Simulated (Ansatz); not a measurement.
I need a comparison of enthalpies under pressure of two structures of TiPd. Use the Ansatz DFT code, driven from Python. Level of theory (first run): r2SCAN, PAW, cutoff 450 eV, 6×6×5 k-points, Fermi-Dirac smearing of 0.05 eV.

Script `run_transition.py`:
```python
'''Pressure at which two phases of TiPd cross.'''

import warnings

import ansatz as az
import numpy as np
from tabulate import tabulate

PHASES = {
    'P4/mmm': (
        [(2.814709, 0.0, 0.0), (0.0, 2.814709, 0.0), (0.0, 0.0, 3.865764)],
        [
            ('Ti', (0.0, 0.0, 0.0)),
            ('Pd', (0.5, 0.5, 0.5)),
        ],
    ),
    'Pm-3m': (
        [(3.18, 0.0, 0.0), (0.0, 3.18, 0.0), (0.0, 0.0, 3.18)],
        [
            ('Ti', (0.5, 0.5, 0.5)),
            ('Pd', (0.0, 0.0, 0.0)),
        ],
    ),
}


def build(vectors, sites):
    crystal = az.Crystal(lattice=az.Lattice.of(vectors))
    for symbol, position in sites:
        crystal = crystal.atom(symbol, position)
    return crystal


def compute(name, crystal, pressure=0.0):
    calc = (
        crystal.calculation()
        .functional('r2scan')
        .basis(450)
        .scf(self_checks='low')
        .kpoints(spacing=0.39)
        .occupations('fermi_dirac', width=0.05)
    )
    calc = calc.relax(force_tolerance=0.03, max_steps=60, cell=True, pressure=pressure)
    return calc.run(threads=1, backend='cpu')


def volume_per_atom(outcome):
    return abs(np.linalg.det(outcome.lattice.cell_ang)) / len(outcome.lattice.sites)

warnings.simplefilter('ignore', az.DeckWarning)

phases = {name: build(*cell) for name, cell in PHASES.items()}

# H = E + PV, with 1 eV per cubic angstrom equal to 160.2 GPa
pressures = [0, 20, 40, 60]
enthalpy, volume = {name: [] for name in phases}, {name: [] for name in phases}
for p in pressures:
    for name, crystal in phases.items():
        o = compute(name, crystal, pressure=p)
        volume[name].append(volume_per_atom(o))
        enthalpy[name].append(o.report['energy_sigma0_ev'] / len(o.lattice.sites) + p * volume[name][-1] / 160.21766)
gap = np.array(enthalpy['Pm-3m']) - np.array(enthalpy['P4/mmm'])
rows = [(p, va, vb, 1000 * d) for p, va, vb, d in zip(pressures, volume['P4/mmm'], volume['Pm-3m'], gap)]
print(tabulate(rows, headers=['P (GPa)', 'V P4/mmm (A^3/atom)', 'V Pm-3m (A^3/atom)', 'H(Pm-3m) - H(P4/mmm) (meV/atom)'], floatfmt='.4f', tablefmt='github'))
crossings = [p0 - g0 * (p1 - p0) / (g1 - g0) for p0, p1, g0, g1 in zip(pressures, pressures[1:], gap, gap[1:]) if g0 * g1 < 0]
print('crossing near', [round(float(p), 1) for p in crossings], 'GPa') if crossings else print('no crossing in this range')
```

```console
$ python run_transition.py
|   P (GPa) |   V P4/mmm (A^3/atom) |   V Pm-3m (A^3/atom) |   H(Pm-3m) - H(P4/mmm) (meV/atom) |
|-----------|-----------------------|----------------------|-----------------------------------|
|         0 |               15.2841 |              15.6656 |                           40.9259 |
|        20 |               13.8851 |              14.2081 |                           85.0838 |
|        40 |               12.9699 |              13.2500 |                          122.7718 |
|        60 |               12.2900 |              12.5367 |                          155.4609 |
no crossing in this range
```

These settings explore the input space; cutoff and mesh may be short of convergence. The cutoff lies under the one recommended for these potentials. Under the recommended cutoff a pressure can be off by several GPa, even in sign. At a fixed pressure a relaxation lowers the enthalpy F + PV, while F alone can rise. For the metals among these phases the mesh is modest: differences between phases can be off by up to 40 meV an atom. The cells come from databases of deposited and of computed structures, and not all need be stable phases. Only these two structures are compared, at zero temperature and with their symmetry kept; either may be hypothetical, and another phase may be lower than both. Differences under about 40 meV an atom lie within the error of mesh and functional. The script silences the warnings on its input, which a real study should read. Run time: 58 s on 1 thread of Intel(R) Xeon(R) 6975P-C (Granite Rapids) (shared host), peak memory 0.48 GiB.
